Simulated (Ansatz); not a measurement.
# AlClH3OSb: one species, many methods

How much do the methods differ for AlClH3OSb? The plan is to run it at one geometry with functionals of several rungs and with coupled cluster, and see how far each lands from CCSD(T) at the basis-set limit for the atomisation energy.

The runs use Ansatz 0.2.0, Gaussian basis; functionals in def2-TZVPP, the program's frozen cores in correlated methods.

Levels to be run: LDA (SPW92), PBE-D4, revPBE-D4, BLYP-D4, r2SCAN-D4, B97M-V, PBE0-D4, B3LYP-D4, r2SCANh-D4, r2SCAN0-D4, HSE06-D4, BHLYP-D4, CAM-B3LYP-D4, LC-ωPBE, ωB97X-V, ωB97M-V, B2PLYP, PBE-QIDH; CCSD(T)/def2-SVP; CCSD(T)/def2-TZVPP; MP2/def2-QZVPP; extrapolation to the limit; RPA on PBE.

**1. The relaxed structure**

An earlier PBE0-D4 in a triple-zeta def2 set relaxation fixed the geometry. Sb takes the def2 core potential; no spin-orbit term is included.

SMILES `[OH][AlH][SbH][Cl]`, 7 atoms, charge 0, spin multiplicity 1.

Atoms are counted from 1 here; the program's logs count them from 0.

Bond lengths: O1–Al2 1.690 Å, O1–H5 0.960 Å, Al2–Sb3 2.680 Å, Al2–H6 1.580 Å, Sb3–Cl4 2.388 Å, Sb3–H7 1.717 Å. Angles: Al2–O1–H5 119.2°, O1–Al2–Sb3 115.1°, O1–Al2–H6 118.9°, Sb3–Al2–H6 126.0°, Al2–Sb3–Cl4 89.1°, Al2–Sb3–H7 86.6°, Cl4–Sb3–H7 94.0°.

**2. LDA**

This LDA is Slater exchange with PW92 correlation.

File in.yaml:

```yaml
crystal:
  periodic: [false, false, false]
  atoms:
    - {symbol: O, position_ang: [-1.090138, 1.314111, -0.644217]}
    - {symbol: Al, position_ang: [-0.011858, 0.939711, 0.602734]}
    - {symbol: Sb, position_ang: [0.590841, -1.660265, 0.843577]}
    - {symbol: Cl, position_ang: [-0.618895, -2.090459, -1.170095]}
    - {symbol: H, position_ang: [-1.395380, 0.613387, -1.224870]}
    - {symbol: H, position_ang: [0.530053, 2.106482, 1.519210]}
    - {symbol: H, position_ang: [2.056477, -1.290967, 0.027963]}
basis:
  gaussian: {orbitals: def2-TZVPP}
hamiltonian: {xc: lda}
output: {orbitals: {seedname: orbitals}}
```

On the command line:

```console
> ansatz run in.yaml --threads 2 --pin off --events-out ev --progress --plain --max-ram 4352MiB
```

The runs that follow: PBE-D4 (GGA); revPBE-D4 (GGA); BLYP-D4 (GGA); r2SCAN-D4 (meta-GGA); B97M-V (meta-GGA); PBE0-D4 (hybrid); B3LYP-D4 (hybrid); r2SCANh-D4 (hybrid); r2SCAN0-D4 (hybrid); HSE06-D4 (hybrid); BHLYP-D4 (hybrid); CAM-B3LYP-D4 (range-separated); LC-ωPBE (range-separated); ωB97X-V (range-separated); ωB97M-V (range-separated); B2PLYP (double hybrid); PBE-QIDH (double hybrid); CCSD(T) in def2-SVP; CCSD(T) in def2-TZVPP; MP2 in def2-QZVPP; RPA on PBE orbitals.

Q: Predict the results of all the runs planned. Wanted: atomisation energy, CCSD(T)/CBS; farthest beyond LDA; mean size of error, GGA; mean size of error, meta-GGA; mean size of error, hybrid; mean size of error, range-separated; mean size of error, double hybrid; gap, smallest and largest; T1 diagnostic.

The runs gave:

```
                               quantity                                         value
        atomisation energy, CCSD(T)/CBS                                 1990.0 kJ/mol
 functionals within 19.9 kJ/mol (1.0 %)  PBE-D4, BLYP-D4, r2SCAN-D4, ωB97X-V, ωB97M-V
                    farthest beyond LDA                       BHLYP-D4 (-94.3 kJ/mol)
                mean size of error, GGA                                   23.8 kJ/mol
           mean size of error, meta-GGA                                   17.7 kJ/mol
             mean size of error, hybrid                                   52.9 kJ/mol
    mean size of error, range-separated                                   26.7 kJ/mol
      mean size of error, double hybrid                                   61.9 kJ/mol
              gap, smallest and largest      3.06 eV (LDA (SPW92)), 9.45 eV (LC-ωPBE)
                          T1 diagnostic                                        0.0135
triples share of the correlation energy                                         3.4 %
```

In words: The LDA atomisation energy is off by 293.3 kJ/mol (15 %): it overbinds. PBE-D4 misses by +5.2 kJ/mol. Double hybrids carry the basis error of their MP2 part in triple zeta, and no dispersion term here, so their miss is partly the set-up's. By mean error the best rung here is meta-GGA (17.7 kJ/mol) and the worst beyond LDA is double hybrid (61.9 kJ/mol). The gap between the best rungs is small, so their order is not settled. The reference freezes the cores and leaves out spin-orbit coupling and excitations past (T), and its outer-core shells are covered unevenly, so misses under about 19.9 kJ/mol can't be ranked. All levels share the lack of spin-orbit coupling, which lowers the free heavy atoms and so the true binding. Hartree-Fock recovers 66 % of the binding; the rest is correlation. CCSD(T) in def2-SVP is off by -229.3 kJ/mol, so the small basis spoils what the method gains. Orbital gaps span 3.1 to 9.5 eV; exact exchange widens them. Correlated methods include outer-core shells of Sb, which these sets cover unevenly.
